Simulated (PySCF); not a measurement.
# One shape, several levels: C2H2FSi− (SMILES C#C[SiH-]F)

Wanted: a comparison of 5 runs (HF/3-21G, B3LYP/6-31G*, PBE0/def2-SVP, B2PLYP/6-311+G**, MP2/6-31+G*) of C2H2FSi−. 

The calculation is run with PySCF 2.14.0.

**1. The structure to begin with**

C2H2FSi− has 6 atoms, charge -1, and is taken as a singlet. SMILES: `C#C[SiH-]F`. The coordinates come from a GFN2-xTB relaxation.

Bond lengths: C1–C2 1.210 Å, C2–Si3 1.869 Å, Si3–F4 1.726 Å, C1–H5 1.062 Å, Si3–H6 1.523 Å. Angles: C1–C2–Si3 160.2°, C2–Si3–F4 99.9°, C2–C1–H5 174.2°, C2–Si3–H6 99.7°, F4–Si3–H6 94.8°.

**2. Energy and gradient at HF/3-21G (run 1)**

Contents of calc.py:

```python
from pyscf import gto, scf

mol = gto.M(
    atom='''
C    1.111270  -0.445760  -1.230420
C    0.327710  -0.094560  -0.377550
Si  -0.326790   0.561260   1.245330
F   -1.396830  -0.723260   1.675750
H    1.713780  -0.774250  -2.040660
H   -1.429140   1.476570   0.727570
''',
    basis='3-21g',
    charge=-1,
    verbose=4,
    max_memory=1860,
    spin=0,
)

mf = scf.RHF(mol)
mf.conv_tol = 1e-10
mf.kernel()
if not mf.converged:
    mf = mf.newton().run(mf.mo_coeff, mf.mo_occ)

energy = mf.e_tot
print('E(%s) = %.9f' % ('HF', energy))
grad = mf.nuc_grad_method().kernel()
mf.analyze()
```

Command:

```bash
$ OMP_NUM_THREADS=1 python calc.py
```

Log:

```text
PySCF version 2.14.0

[... 79 lines left out ...]
Total Energy =                        -462.757214447792762
[... 8 lines left out ...]
MO #2   energy= -25.8438300670475  occ= 2
[... 6 lines left out ...]
MO #9   energy= -1.26353721527531  occ= 2
[... 6 lines left out ...]
MO #16  energy= -0.263312697506102 occ= 2
[... 6 lines left out ...]
MO #23  energy= 0.453993307752487  occ= 0
[... 6 lines left out ...]
MO #30  energy= 0.955906062284728  occ= 0
[... 6 lines left out ...]
MO #37  energy= 1.56411081340963   occ= 0
[... 6 lines left out ...]
MO #44  energy= 4.06907269482667   occ= 0
[... 54 lines left out ...]
WARN: System has nonzero charge -1; the dipole moment is origin-dependent.
Location of origin: [0. 0. 0.]

Dipole moment(X, Y, Z, Debye):  2.32249, -0.82677, -5.18968
```

Run time: 1.4 s. Hardware: 1 thread of Intel Xeon at 2.70GHz, shared host; peak memory 0.12 GiB.

**3. Energy and forces at B3LYP/6-31G(d) (Cartesian functions) (run 2)**

Contents of geometry.xyz:

```xyz
6
C2H2FSi
C      1.111270    -0.445760    -1.230420
C      0.327710    -0.094560    -0.377550
Si    -0.326790     0.561260     1.245330
F     -1.396830    -0.723260     1.675750
H      1.713780    -0.774250    -2.040660
H     -1.429140     1.476570     0.727570
```

Contents of job.py:

```python
import pyscf.grad
from pyscf import gto, dft

system = gto.Mole()
system.atom = 'geometry.xyz'
system.basis = '6-31g*'
system.verbose = 4
system.charge = -1
system.cart = True
system.max_memory = 1860
system.spin = 0
system.build()

mf = dft.RKS(system, xc='b3lyp')
mf.grids.level = 5
mf.conv_tol = 1e-10
mf.kernel()
if not mf.converged:
    mf = mf.newton().run(mf.mo_coeff, mf.mo_occ)

energy = mf.e_tot
print(f'total energy: {energy:.8f} hartree')
grad = mf.Gradients().kernel()
mf.analyze()
```

Command:

```bash
$ OMP_NUM_THREADS=1 python job.py
```

Log:

```text
PySCF version 2.14.0

[... 94 lines left out ...]
Nuclear Repulsion Energy =             126.809780320986860
[... 10 lines left out ...]
MO #5   energy= -5.05564966414478  occ= 2
[... 8 lines left out ...]
MO #14  energy= -0.179772488828795 occ= 2
[... 8 lines left out ...]
MO #23  energy= 0.278330346688057  occ= 0
[... 8 lines left out ...]
MO #32  energy= 0.726623313483256  occ= 0
[... 8 lines left out ...]
MO #41  energy= 1.12119280636122   occ= 0
[... 8 lines left out ...]
MO #50  energy= 1.75153804969258   occ= 0
[... 8 lines left out ...]
MO #59  energy= 2.21770114478307   occ= 0
[... 8 lines left out ...]
MO #68  energy= 4.49940876303788   occ= 0
[... 78 lines left out ...]
WARN: System has nonzero charge -1; the dipole moment is origin-dependent.
Location of origin: [0. 0. 0.]

Dipole moment(X, Y, Z, Debye):  1.71601, -0.95706, -4.97615
```

Wall time 18 s (1 thread of Intel Xeon at 2.70GHz, shared host); peak memory 0.67 GiB.

Run 3 isn't shown in full; the table further down has it.

**4. A single-point energy at B2PLYP/6-311+G(d,p) (run 4)**

Contents of run.py:

```python
from pyscf import gto, dft, mp

molecule = gto.M(
    atom='''
C      1.111270    -0.445760    -1.230420
C      0.327710    -0.094560    -0.377550
Si    -0.326790     0.561260     1.245330
F     -1.396830    -0.723260     1.675750
H      1.713780    -0.774250    -2.040660
H     -1.429140     1.476570     0.727570
''',
    verbose=4,
    max_memory=1860,
    charge=-1,
    basis='6-311+g**',
)

mf = dft.RKS(molecule, xc='0.53*HF + 0.47*B88, 0.73*LYP')
mf.grids.level = 5
mf.conv_tol = 1e-10
mf.kernel()
if not mf.converged:
    mf = mf.newton().run(mf.mo_coeff, mf.mo_occ)

pt = mp.MP2(mf, frozen=8).run()
e_final = mf.e_tot + 0.27 * pt.e_corr
print('PT2 part  %.8f' % (0.27 * pt.e_corr))
print(f'total energy: {e_final:.8f} hartree')
mf.analyze()
```

Command:

```bash
$ OMP_NUM_THREADS=1 python run.py
```

Log:

```text
PySCF version 2.14.0

[... 93 lines left out ...]
Nuclear Repulsion Energy =             126.809780320986860
[... 15 lines left out ...]
MO #10  energy= -0.693484477330657 occ= 2
[... 13 lines left out ...]
MO #24  energy= 0.185031855318811  occ= 0
[... 13 lines left out ...]
MO #38  energy= 0.449046775470891  occ= 0
[... 13 lines left out ...]
MO #52  energy= 0.880710249161102  occ= 0
[... 13 lines left out ...]
MO #66  energy= 1.55076386078717   occ= 0
[... 13 lines left out ...]
MO #80  energy= 2.3486032316653    occ= 0
[... 13 lines left out ...]
MO #94  energy= 4.21135295133302   occ= 0
[... 13 lines left out ...]
MO #108 energy= 142.46351550465    occ= 0
[... 118 lines left out ...]
WARN: System has nonzero charge -1; the dipole moment is origin-dependent.
Location of origin: [0. 0. 0.]

Dipole moment(X, Y, Z, Debye):  1.96045, -0.75885, -5.40684
```

Run time: 22 s. Hardware: 1 thread of Intel Xeon at 2.70GHz, shared host; peak memory 0.56 GiB.

**5. Energy and gradient at MP2/6-31+G(d) (spherical functions) (run 5)**

Contents of job.py:

```python
import pyscf.grad
from pyscf import gto, scf, mp

mol = gto.M(
    atom='''
C      2.099996    -0.842364    -2.325157
C      0.619282    -0.178693    -0.713466
Si    -0.617544     1.060628     2.353333
F     -2.639626    -1.366763     3.166709
H      3.238575    -1.463120    -3.856289
H     -2.700683     2.790313     1.374908
''',
    unit='bohr',
    charge=-1,
    spin=0,
    verbose=4,
    basis='6-31+g*',
    max_memory=1860,
)

mf = scf.RHF(mol)
mf.conv_tol = 1e-10
mf.kernel()
if not mf.converged:
    mf = mf.newton().run(mf.mo_coeff, mf.mo_occ)

pt = mp.MP2(mf, frozen=8).run()
energy = pt.e_tot
print('E(%s) = %.9f' % ('MP2', energy))
grad = pt.Gradients().kernel()
mf.analyze()
```

Command:

```bash
$ OMP_NUM_THREADS=1 python job.py
```

Log:

```text
PySCF version 2.14.0

[... 96 lines left out ...]
MO #3   energy= -11.0652256580172  occ= 2
[... 10 lines left out ...]
MO #14  energy= -0.423676964057301 occ= 2
[... 10 lines left out ...]
MO #25  energy= 0.241356103223054  occ= 0
[... 10 lines left out ...]
MO #36  energy= 0.505564405035992  occ= 0
[... 10 lines left out ...]
MO #47  energy= 1.02667521511194   occ= 0
[... 10 lines left out ...]
MO #58  energy= 1.48842829990592   occ= 0
[... 10 lines left out ...]
MO #69  energy= 2.36267971441981   occ= 0
[... 10 lines left out ...]
MO #80  energy= 3.72800013501546   occ= 0
[... 90 lines left out ...]
WARN: System has nonzero charge -1; the dipole moment is origin-dependent.
Location of origin: [0. 0. 0.]

Dipole moment(X, Y, Z, Debye):  1.90167, -0.90800, -5.73201
```

It took 12 s on 1 thread of Intel Xeon at 2.70GHz, shared host; peak memory 0.49 GiB.

**6. All runs side by side**

```csv
run,level,Cartesian functions,integration grid,energy (Eh),HOMO energy (eV),LUMO energy (eV),HOMO–LUMO gap (eV),wall time
1,HF/3-21G,no,–,-462.757214,-1.93,9.13,11.06,1.4 s
2,B3LYP/6-31G* (Cartesian functions),yes,5,-466.730799,0.61,5.15,4.54,18 s
3,PBE0/def2-SVP,no,5,-466.191737,0.26,5.16,4.90,19 s
4,B2PLYP/6-311+G**,no,5,-466.540782,-1.04,3.87,4.91,22 s
5,MP2/6-31+G* (spherical functions),no,–,-465.757344,-2.34,4.73,7.06,12 s
```

**7. Summary of results**

| quantity | value |
| --- | --- |
| run 5: total energy | -465.75734 Eh |
| run 5: HOMO energy (Hartree–Fock orbitals) | -2.34 eV |
| run 5: LUMO energy (Hartree–Fock orbitals) | 4.73 eV |
| run 5: HOMO–LUMO gap (to an unbound level, set by the basis) | 7.06 eV |
| run 5: correlation energy (8 core orbitals frozen) | -511.3 mEh |
| run 5: largest force on an atom | 2.956 eV/Å |

**Reading.** Over runs 1, 2, 3, 4 the HOMO–LUMO gap runs from 4.54 eV (B3LYP/6-31G*) to 11.06 eV (HF/3-21G). The two ends differ in method and basis. The empty levels of an anion lie above zero and hang on the basis. Totals of different functionals can't be ranked against each other. In runs 2, 3 the HOMO lies above zero, so the outermost electron may be held by the basis alone. All runs together took 73 s, the longest 22 s.
